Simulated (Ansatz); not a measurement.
The system is FeAu.

```
Au Fe
1.0
     1.41175    0.81507    4.46945
    -1.41175    0.81507    4.46945
     0.00000   -1.63015    4.46945
Au Fe
1 1
Cartesian
  0.0000 0.0000 0.0000
  0.0000 0.0000 6.7042
```

The cell comes from a database or a generator and needn't be the stable form of this composition.

- Program: Ansatz 0.2.0
- Task: relaxation of cell and atoms
- Functional: PBEsol
- Potentials or basis: Ansatz PAW
- Cutoff: 420 eV (not typed: the program's choice for these potentials)
- k mesh: 11 × 11 × 11
- Occupations: fermi-dirac, width 0.05 eV
- Spin: collinear spin, ferromagnetic start
- Starting moments: [0.0, 3.0] μB

At the start: volume 15.43 Å³/atom.

Question: Where does the relaxation end?

Answer: It ends after 6 steps and the volume is 14.56 Å³/atom (-5.7 %); space group R-3m (No. 166, to 0.05 Å); moment 2.85 μB per cell.

Step by step:
```csv
step,energy change (eV),largest force (eV/Å),volume (Å³)
1,0.0000,0.0000,30.86
2,-0.0169,0.0000,27.83
3,-0.0517,0.0000,29.29
4,-0.0524,0.0000,29.11
5,-0.0524,0.0000,29.11
6,-0.0517,0.0000,29.11
```

Final structure:
```cif
data_structure
_symmetry_space_group_name_H-M 'P 1'
_symmetry_Int_Tables_number 1
_cell_length_a 4.6839
_cell_length_b 4.6839
_cell_length_c 4.6839
_cell_angle_alpha 34.306
_cell_angle_beta 34.306
_cell_angle_gamma 34.306
_cell_volume 29.11
loop_
_atom_site_label
_atom_site_type_symbol
_atom_site_fract_x
_atom_site_fract_y
_atom_site_fract_z
_atom_site_occupancy
Au1 Au 0.00000 0.00000 0.00000 1
Fe1 Fe 0.50000 0.50000 0.50000 1
```

Caveat: the plane-wave basis is chosen anew once the cell has moved, so the energies of steps on either side of that aren't comparable; the PAW data sets come from PBE, with cores solved anew for the run's functional, which leaves a small shift of forces and pressure.
